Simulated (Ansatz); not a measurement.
# C2H3AlS: the cost of one run

The runs use Ansatz 0.2.0, Gaussian basis; BLYP-D4/def2-SVP.

## (1) The starting structure

SMILES `[AlH2][CH]=C=S`, 7 atoms, charge 0, spin multiplicity 1.

Atoms are counted from 1 here; the program's logs count them from 0.

Bond lengths: Al1–C2 1.981 Å, Al1–H5 1.546 Å, Al1–H6 1.539 Å, C2–C3 1.297 Å, C2–H7 1.081 Å, C3–S4 1.562 Å. Angles: C2–Al1–H5 120.5°, C2–Al1–H6 122.4°, H5–Al1–H6 117.1°, Al1–C2–C3 107.2°, Al1–C2–H7 127.9°, C3–C2–H7 124.9°, C2–C3–S4 171.1°.

As a file:

```
Al   -0.4773    1.1301    0.0135
C     0.7265   -0.3625    0.5103
C     0.3792   -1.3879   -0.2034
S    -0.2090   -2.4776   -1.1559
H    -1.5757    0.9298   -1.0558
H    -0.3736    2.5241    0.6578
H     1.5299   -0.3560    1.2335
```

## (2) Dynamics

The input, md/in.yaml:

```yaml
crystal:
  periodic: [false, false, false]
  atoms:
    - {symbol: Al, position_ang: [-0.477320, 1.130140, 0.013520]}
    - {symbol: C, position_ang: [0.726480, -0.362550, 0.510280]}
    - {symbol: C, position_ang: [0.379220, -1.387900, -0.203390]}
    - {symbol: S, position_ang: [-0.209000, -2.477620, -1.155870]}
    - {symbol: H, position_ang: [-1.575680, 0.929810, -1.055810]}
    - {symbol: H, position_ang: [-0.373560, 2.524120, 0.657780]}
    - {symbol: H, position_ang: [1.529870, -0.356010, 1.233480]}
basis:
  gaussian: {orbitals: def2-SVP}
hamiltonian: {xc: {name: BLYP}, dispersion: d4}
md: {n_steps: 80, timestep: 0.25, temperature: 300, ensemble: nve, seed: 896, initial_velocities: maxwell_boltzmann}
```

The run is started by

```bash
$ ansatz run in.yaml --threads 2 --pin off --events-out ev --progress --plain --max-ram 3481MiB
```

Q: Estimate wall time and peak memory on 2 threads of Arm Neoverse N1, shared host.

About 2.5 min, with a peak of 0.14 GiB.
